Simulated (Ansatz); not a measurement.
# HCl (hydrogen chloride): BLYP/def2-TZVPPD

What is the electronic atomisation energy of HCl (hydrogen chloride) at BLYP/def2-TZVPPD? 

The calculation is run with Ansatz 0.2.0.

32 further runs of the same task are left out: 32 set aside as unsound or not needed.

## Step 1: The system as given

The species is HCl (2 atoms), meant as a singlet with charge 0. SMILES: `Cl`. Geometry: relaxed at PBE0-D4/def2-TZVP.

Bond lengths: Cl1–H2 1.279 Å.

## Step 2: The energy at BLYP/def2-TZVPPD

The input, in.yaml:

```yaml
crystal:
  periodic: [false, false, false]
  atoms:
    - {symbol: Cl, position_ang: [0.546000, -0.178500, 0.280800]}
    - {symbol: H, position_ang: [-0.546000, 0.178500, -0.280800]}
basis:
  gaussian: {orbitals: def2-TZVPPD.json}
hamiltonian: {xc: {name: BLYP}}
accuracy: high
output: {orbitals: {seedname: orbitals}}
```

The basis set def2-TZVPPD is read from a file made from the Basis Set Exchange's data (not shown).

Command:

```bash
ansatz run in.yaml --threads 1 --pin off --max-ram 3480MiB --events-out events.jsonl --progress --plain --runs-dir runs
```

Output:

```text
Warning: RAYON_NUM_THREADS=1 ignored (pool sized by the plan → 1); use --threads N
Functional definition: BLYP
  name "BLYP"
  parameter beta = 0.0042
  parameter a = 0.04918
  parameter b = 0.132
  parameter c = 0.2533
  parameter d = 0.349
  exchange = b88_x(beta = beta)
  correlation = lyp_c(a = a, b = b, c = c, d = d)
849 factors; integrals over basis functions are off by at most 3.7e-9 eV
mean field evaluation 1: about -12539.0481 eV, gradient 1.3e1 eV
mean field evaluation 2: about -12538.9334 eV, gradient 1.6e1 eV
mean field evaluation 4: about -12539.4407 eV, gradient 6.3e-1 eV
mean field evaluation 8: about -12539.4413 eV, gradient 1.5e-3 eV
mean field evaluation 16: about -12539.4413 eV, gradient 7.0e-8 eV
mean field -12539.44129117 eV, -460.8159679117 hartree, gradient 7.0e-8 eV, S^2 0.000000; 0 other end points of the search recorded, 0 dependent functions left out
reference -12539.44132962 eV, -460.8159693249 hartree; 9, 9 occupied and 59, 59 virtual orbitals, 849 factors
Total energy: -12539.44132962 eV, -460.8159693249 hartree
```

It took 0.99 s on 1 thread of Arm Neoverse V2, shared host; peak memory 0.11 GiB.

## Step 3: The Cl atom

The input, run.yaml:

```yaml
crystal:
  periodic: [false, false, false]
  atoms:
    - symbol: Cl
      position_ang: [0.000000, 0.000000, 0.000000]
basis:
  gaussian:
    orbitals: def2-TZVPPD.json
magnetization:
  spin_polarized: true
  initial_magnetization: 1
hamiltonian:
  xc: {name: BLYP}
accuracy: high
```

The basis set def2-TZVPPD is read from a file made from the Basis Set Exchange's data (not shown).

Run the same way, it converges to -460.15148 Eh (log not shown).

## Step 4: The H atom

The input, input.yaml:

```yaml
crystal:
  periodic: [false, false, false]
  atoms:
    - {symbol: H, position_ang: [0.000000, 0.000000, 0.000000]}
basis:
  gaussian:
    orbitals: def2-TZVPPD.json
magnetization:
  spin_polarized: true
  initial_magnetization: 1
hamiltonian:
  xc: {name: BLYP}
accuracy: high
```

The basis set def2-TZVPPD is read from a file made from the Basis Set Exchange's data (not shown).

Run the same way, it converges to -0.49755 Eh (log not shown).

## Step 5: Summary of results

Level: BLYP/def2-TZVPPD.

```
                     quantity          value
       molecule: total energy  -460.81597 Eh
        molecule: HOMO energy       -7.90 eV
        molecule: LUMO energy       -1.02 eV
      molecule: HOMO–LUMO gap        6.88 eV
        Cl atom: total energy  -460.15148 Eh
                Cl atom: ⟨S²⟩          0.753
         H atom: total energy    -0.49755 Eh
                 H atom: ⟨S²⟩          0.750
electronic atomisation energy       4.543 eV
```

**Reading.** Taking the molecule apart into free atoms costs 4.54 eV (438 kJ/mol), before zero-point energy and without spin-orbit coupling.
